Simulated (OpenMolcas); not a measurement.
# Co³⁺ among point charges: CASSCF and CASPT2 levels and susceptibility

How does a field of 5 point charges split the states of Co³⁺, and what χT follows?

Method: state-averaged CASSCF and CASPT2, spin-orbit coupling by RASSI with atomic mean-field integrals. Code: OpenMolcas 26.06.

### 1 What is computed

- Species: Co³⁺ (cobalt, Z = 27, 24 electrons)
- Basis: ANO-RCC-VDZP [5s4p2d1f], 34 functions
- Scalar Hamiltonian: DKH2, point nucleus
- Inactive shells: 1s 2s 2p 3s 3p
- Active space: 6 electrons in 5 orbitals (3d)
- Some configurations of this space: 3d6
- Orbitals: optimised for each spin and parity, averaged over all roots

The outer shells:

3d6
```
3d [↑↓][↑ ][↑ ][↑ ][↑ ]
```

The ion sits among 5 point charges of -1 e arranged as a trigonal bipyramid (D3h), 2.01 Å from the ion, with the axial distance 1.930 Å.

The work runs as a chain of OpenMolcas steps in one folder; each step below is one input file. Labels, J, g values, rates, χT and fits are worked out afterwards by a script from the matrices that RASSI stores.

### 2 Basis and integrals

a.inp

```
&GATEWAY
Coord
1

Co 0.0 0.0 0.0
Basis=ANO-RCC-VDZP
Group=NoSym
NoMove
AngMom=0.0 0.0 0.0
AMFI
XField
5 Angstrom 0
2.010000 0.000000 0.000000 -1.000000
-1.005000 1.740711 0.000000 -1.000000
-1.005000 -1.740711 0.000000 -1.000000
0.000000 0.000000 1.929600 -1.000000
0.000000 0.000000 -1.929600 -1.000000
&SEWARD
```

### 3 CASSCF: quintets, 5 roots

a.inp

```
&RASSCF
FileOrb=start.orb
Symmetry=1
Spin=5
nActEl=6 0 0
Inactive=9
Ras2=5
CIRoot=5 5 1
SDav=5
CIMx=300
Iter=120 100
PrWF=0.3
OrbListing=Nothing
MaxOrb=0
>>> COPY $Project.JobIph JOB001
```

start.orb holds the contracted functions of the basis, ordered by shell, or the orbitals of the step before.

### 4 CASSCF: triplets, 45 roots

a.inp

```
&RASSCF
FileOrb=start.orb
Symmetry=1
Spin=3
nActEl=6 0 0
Inactive=9
Ras2=5
CIRoot=45 45 1
SDav=45
CIMx=300
Iter=120 100
PrWF=0.3
OrbListing=Nothing
MaxOrb=0
>>> COPY $Project.JobIph JOB002
```

### 5 Reference wave functions, singlets, 50 roots

a.inp

```
&RASSCF
FileOrb=start.orb
Symmetry=1
Spin=1
nActEl=6 0 0
Inactive=9
Ras2=5
CIRoot=50 50 1
SDav=50
CIMx=300
Iter=120 100
PrWF=0.3
OrbListing=Nothing
MaxOrb=0
>>> COPY $Project.JobIph JOB003
```

### 6 State interaction with spin-orbit coupling

a.inp

```
&RASSI
NrOfJobIphs=3 5 45 50
1 2 3 4 5
1 2 3 4 5 6 7 8 9 10 11 12 13 14 15 16 17 18 19 20 21 22 23 24 25 26 27
28 29 30 31 32 33 34 35 36 37 38 39 40 41 42 43 44 45
1 2 3 4 5 6 7 8 9 10 11 12 13 14 15 16 17 18 19 20 21 22 23 24 25 26 27
28 29 30 31 32 33 34 35 36 37 38 39 40 41 42 43 44 45 46 47 48 49 50
IphNames
JOB001
JOB002
JOB003
EJob
SpinOrbit
DIPRint=1.0
SOCoupling=1000.0
Subsets=2
Property=9
'ANGMOM' 1 'ANGMOM' 2 'ANGMOM' 3 'MLTPL  1' 1 'MLTPL  1' 2 'MLTPL  1' 3
'AMFI' 1 'AMFI' 2 'AMFI' 3
SOProperty=3
'ANGMOM' 1 'ANGMOM' 2 'ANGMOM' 3
```

### 7 CASPT2: IPEA 0.25, imaginary shift 0.1 (closed shells correlated: 3s 3p)

a.inp

```
>>> COPY JOB001 $Project.JobIph
&CASPT2
Multistate=5 1 2 3 4 5
NoMult
Frozen=5
IPEA=0.25
Imaginary=0.1
MaxIter=60
WThr=0.0 0.3 0.05
PrWF=0.5
NoMix
>>> COPY JOB002 $Project.JobIph
&CASPT2
Multistate=45 1 2 3 4 5 6 7 8 9 10 11 12 13 14 15 16 17 18 19 20 21 22
23 24 25 26 27 28 29 30 31 32 33 34 35 36 37 38 39 40 41 42 43 44 45
NoMult
Frozen=5
IPEA=0.25
Imaginary=0.1
MaxIter=60
WThr=0.0 0.3 0.05
PrWF=0.5
NoMix
>>> COPY JOB003 $Project.JobIph
&CASPT2
Multistate=50 1 2 3 4 5 6 7 8 9 10 11 12 13 14 15 16 17 18 19 20 21 22
23 24 25 26 27 28 29 30 31 32 33 34 35 36 37 38 39 40 41 42 43 44 45 46
47 48 49 50
NoMult
Frozen=5
IPEA=0.25
Imaginary=0.1
MaxIter=60
WThr=0.0 0.3 0.05
PrWF=0.5
NoMix
```

(Steps that only read results are left out.)

**Question.** What will these runs give? Wanted: spin-free ground state; first state of the same spin within the active space; lowest level; next level.

As calculated:

| quantity | value |
| --- | --- |
| method | SS-CASPT2, IPEA 0.25, imaginary shift 0.1 (closed shells correlated: 3s 3p) |
| spin-free ground state | 5E, 2-fold in its orbital part |
| first state of the same spin within the active space | 5E at 742 cm⁻¹ |
| lowest level | 2-fold E, g = 0.00, 0.00, 12.00 |
| next level | 203.2 cm⁻¹ |
| χT at 300 K | 5.35 cm³ K/mol |
| effective moment at 300 K | 6.54 μB |

Cost by method:

```
                                              method  time of its own steps  time with the reference
                                           A. CASSCF                   41 s                     41 s
B. SS-CASPT2, IPEA 0.25, imaginary shift 0.1, +3s 3p                   11 s                     52 s
```

Times are of one thread on a shared host.

**Reading.** The spin-free ground state (5E) comes to 100 % from free-ion D terms and keeps the highest spin of the shell. χT at 300 K is 5.35, against 3.01 cm³ K/mol for the spin alone, so orbital moment adds to it. An active space of the d shell alone favours high spin; real ions in strong fields can be low spin. CASPT2 does not keep the components of a term degenerate, and the means are used. The field of point charges can differ much from that of real complexes. With metal d orbitals alone active, the gaps between spin states are rough; where two lie within a few thousand cm-1, their order is open. This is an electrostatic model: the charges have no orbitals.
